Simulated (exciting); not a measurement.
# NbCu (Fm-3m) in exciting: reference runs

Reference runs on NbCu: the cell as given.

Everything below comes from runs of exciting (release sodium). Logs are shortened: lines on timing, memory, paths and dates and some standing lists are left out, and cuts for length are marked.

## (1) The crystal as given

It takes space group Fm-3m (No. 225, cubic). Conventional cell: a = 5.124 Å, b = 5.124 Å, c = 5.124 Å, α = 90.00°, β = 90.00°, γ = 90.00°. Nb (site symmetry m-3m) has 6 Cu at 2.56 Å as nearest neighbours. Around Cu (site symmetry m-3m) lie 6 Nb at 2.56 Å.

The cell was built by a generator and needn't be a form met in nature.

## (2) Single point, PBE

File input.xml:

```xml
<input>
  <title>NbCu</title>
  <structure speciespath="./" tshift="false">
    <crystal scale="1">
      <basevect>0.000000000000 4.841875173777 4.841875173777</basevect>
      <basevect>4.841875173777 0.000000000000 4.841875173777</basevect>
      <basevect>4.841875173777 4.841875173777 0.000000000000</basevect>
    </crystal>
    <species speciesfile="Nb.xml" rmt="2.3">
      <atom coord="0.000000000000 0.000000000000 0.000000000000"/>
    </species>
    <species speciesfile="Cu.xml" rmt="2">
      <atom coord="0.500000000000 0.500000000000 0.500000000000"/>
    </species>
  </structure>
  <groundstate do="fromscratch" ngridk="9 9 9" rgkmax="9" gmaxvr="14" lmaxapw="10" lmaxmat="10" lmaxvr="8" xctype="GGA_PBE" stype="Fermi Dirac" swidth="0.00183747" nempty="18" ValenceRelativity="iora*" epsengy="1e-05" epspot="1e-05" maxscl="60" tforce="true" outputlevel="normal"/>
</input>
```

Potentials or basis: all-electron LAPW+lo, shipped species files, valence relativity iora*.

On the command line:

```bash
$ OMP_NUM_THREADS=1 exciting_smp
```

INFO.OUT:

```text
================================================================================
EXCITING SODIUM started
[... 10 lines left out ...]

 Lattice vectors (cartesian) :
      0.0000000000      4.8418751738      4.8418751738
      4.8418751738      0.0000000000      4.8418751738
      4.8418751738      4.8418751738      0.0000000000

 Reciprocal lattice vectors (cartesian) :
     -0.6488380102      0.6488380102      0.6488380102
      0.6488380102     -0.6488380102      0.6488380102
      0.6488380102      0.6488380102     -0.6488380102

 Unit cell volume                           :     227.0234725508
 Brillouin zone volume                      :       1.0926192374

 Species :    1 (Nb)
     parameters loaded from                 :    Nb.xml
     name                                   :    niobium
     nuclear charge                         :     -41.00000000
     electronic charge                      :      41.00000000
     atomic mass                            :  169357.97030000
     muffin-tin radius                      :       2.30000000
     # of radial points in muffin-tin       :     400

     atomic positions (lattice) :
       1 :   0.00000000  0.00000000  0.00000000

 Species :    2 (Cu)
     parameters loaded from                 :    Cu.xml
     name                                   :    copper
     nuclear charge                         :     -29.00000000
     electronic charge                      :      29.00000000
     atomic mass                            :  115837.27170000
     muffin-tin radius                      :       2.00000000
     # of radial points in muffin-tin       :     350

     atomic positions (lattice) :
       1 :   0.50000000  0.50000000  0.50000000

 Total number of atoms per unit cell        :       2

 Spin treatment                             :    spin-unpolarised

 Number of Bravais lattice symmetries       :      48
 Number of crystal symmetries               :      48

 k-point grid                               :       9    9    9
 Total number of k-points                   :      35
 k-point set is reduced with crystal symmetries

 R^MT_min * |G+k|_max (rgkmax)              :       9.00000000
 Species with R^MT_min                      :       2 (Cu)
 Maximum |G+k| for APW functions            :       4.50000000
 Maximum |G| for potential and density      :      14.00000000

 G-vector grid sizes                        :      32    32    32
 Total number of G-vectors                  :   10489

 Maximum angular momentum used for
     APW functions                          :      10
     computing H and O matrix elements      :      10
     potential and density                  :       8
     inner part of muffin-tin               :       2

 Total nuclear charge                       :     -70.00000000
 Total electronic charge                    :      70.00000000
 Total core charge                          :      40.00000000
 Total valence charge                       :      30.00000000

 Number of empty states                     :      18
 Total number of valence states             :      34

 Maximum Hamiltonian size                   :     386
 Maximum number of plane-waves              :     361
 Total number of local-orbitals             :      25

 Exchange-correlation type                  :      20
[... 23 lines left out ...]
+ SCF iteration number :    1                                                  +
++++++++++++++++++++++++++++++++++++++++++++++++++++++++++++++++++++++++++++++++
 Total energy                               :     -5449.68534835
 _______________________________________________________________
 Fermi energy                               :         0.37937274
 Kinetic energy                             :      5650.24864087
 Coulomb energy                             :    -10914.44085122
 Exchange energy                            :      -181.98221489
 Correlation energy                         :        -3.51092311

 DOS at Fermi energy (states/Ha/cell)       :        50.26626144

 Electron charges :
     core                                   :        40.00000000
     core leakage                           :         0.00158892
     valence                                :        30.00000000
     interstitial                           :         4.95486933
     charge in muffin-tin spheres :
                  atom     1    Nb          :        38.21611016
                  atom     2    Cu          :        26.82902051
     total charge in muffin-tins            :        65.04513067
     total charge                           :        70.00000000

++++++++++++++++++++++++++++++++++++++++++++++++++++++++++++++++++++++++++++++++
+ SCF iteration number :    2                                                  +
++++++++++++++++++++++++++++++++++++++++++++++++++++++++++++++++++++++++++++++++
 Total energy                               :     -5482.44452706
 _______________________________________________________________
 Fermi energy                               :         0.35020241
 Kinetic energy                             :      5636.14823344
 Coulomb energy                             :    -10931.49397597
 Exchange energy                            :      -183.57889994
 Correlation energy                         :        -3.51988459

 DOS at Fermi energy (states/Ha/cell)       :        61.50176468

 Electron charges :
     core                                   :        40.00000000
     core leakage                           :         0.00137748
     valence                                :        30.00000000
     interstitial                           :         4.29480342
     charge in muffin-tin spheres :
                  atom     1    Nb          :        37.80369278
                  atom     2    Cu          :        27.90150380
     total charge in muffin-tins            :        65.70519658
     total charge                           :        70.00000000
[... 325 lines left out ...]
++++++++++++++++++++++++++++++++++++++++++++++++++++++++++++++++++++++++++++++++
+ SCF iteration number :   14                                                  +
++++++++++++++++++++++++++++++++++++++++++++++++++++++++++++++++++++++++++++++++
 Total energy                               :     -5475.45254822
 _______________________________________________________________
 Fermi energy                               :         0.34417718
 Kinetic energy                             :      5637.39547518
 Coulomb energy                             :    -10926.21908892
 Exchange energy                            :      -183.11399254
 Correlation energy                         :        -3.51494194

 DOS at Fermi energy (states/Ha/cell)       :        83.57873066

 Electron charges :
     core                                   :        40.00000000
     core leakage                           :         0.00143877
     valence                                :        30.00000000
     interstitial                           :         4.31407773
     charge in muffin-tin spheres :
                  atom     1    Nb          :        38.24674622
                  atom     2    Cu          :        27.43917605
     total charge in muffin-tins            :        65.68592227
     total charge                           :        70.00000000

 RMS change in effective potential (target) :  0.202568E-07  ( 0.100000E-04)
 Absolute change in total energy   (target) :  0.198736E-06  ( 0.100000E-04)
 Charge distance                   (target) :  0.973542E-08  ( 0.100000E-04)
 Abs. change in max-nonIBS-force   (target) :   0.00000      ( 0.500000E-04)

++++++++++++++++++++++++++++++++++++++++++++++++++++++++++++++++++++++++++++++++
| Convergency criteria checked for the last 2 iterations                       +
| Convergence targets achieved. Performing final SCF iteration                 +
++++++++++++++++++++++++++++++++++++++++++++++++++++++++++++++++++++++++++++++++
 Total energy                               :     -5475.45254617
 _______________________________________________________________
 Fermi energy                               :         0.34417718
 Kinetic energy                             :      5637.39547628
 Coulomb energy                             :    -10926.21908805
 Exchange energy                            :      -183.11399247
 Correlation energy                         :        -3.51494194

 DOS at Fermi energy (states/Ha/cell)       :        83.57873476

 Electron charges :
     core                                   :        40.00000000
     core leakage                           :         0.00143877
     valence                                :        30.00000000
     interstitial                           :         4.31407782
     charge in muffin-tin spheres :
                  atom     1    Nb          :        38.24674613
                  atom     2    Cu          :        27.43917605
     total charge in muffin-tins            :        65.68592218
     total charge                           :        70.00000000

++++++++++++++++++++++++++++++++++++++++++++++++++++++++++++++++++++++++++++++++
+ Self-consistent loop stopped                                                 +
++++++++++++++++++++++++++++++++++++++++++++++++++++++++++++++++++++++++++++++++
 STATE.OUT is written

--------------------------------------------------------------------------------
- Writing atomic positions and forces                                          -
--------------------------------------------------------------------------------

 Atomic positions (lattice) :
 atom     1  Nb  :     0.00000000    0.00000000    0.00000000
 atom     2  Cu  :     0.50000000    0.50000000    0.50000000

 Total atomic forces including IBS (cartesian) :
 atom     1  Nb  :     0.00000000    0.00000000   -0.00000000
 atom     2  Cu  :    -0.00000000   -0.00000000    0.00000000

 Atomic force components including IBS (cartesian) :
 atom     1  Nb  :     0.00000000    0.00000000    0.00000000   HF force
                 :     0.00000000   -0.00000000    0.00000000   core correction
                 :     0.00000000   -0.00000000    0.00000000   IBS correction
 atom     2  Cu  :    -0.00000000   -0.00000000   -0.00000000   HF force
                 :    -0.00000000    0.00000000   -0.00000000   core correction
                 :    -0.00000000    0.00000000   -0.00000000   IBS correction

********************************************************************************
[... 7 lines left out ...]
| EXCITING SODIUM stopped                                                      =
================================================================================
```

Wall time 100 s (1 thread of Arm Neoverse V2, shared host); peak memory 0.13 GiB.

What came out:

* Free energy: -148994.6788 eV
* Band gap on the k mesh: none (metal or under the smearing width)
* All electrons inside the program's atomic spheres: Nb 38.25; Cu 27.44 (radii Nb 2.3, Cu 2.0 bohr)

Caveat: the log's total energy holds no entropy term; the free energy is that total less TS from the occupations.
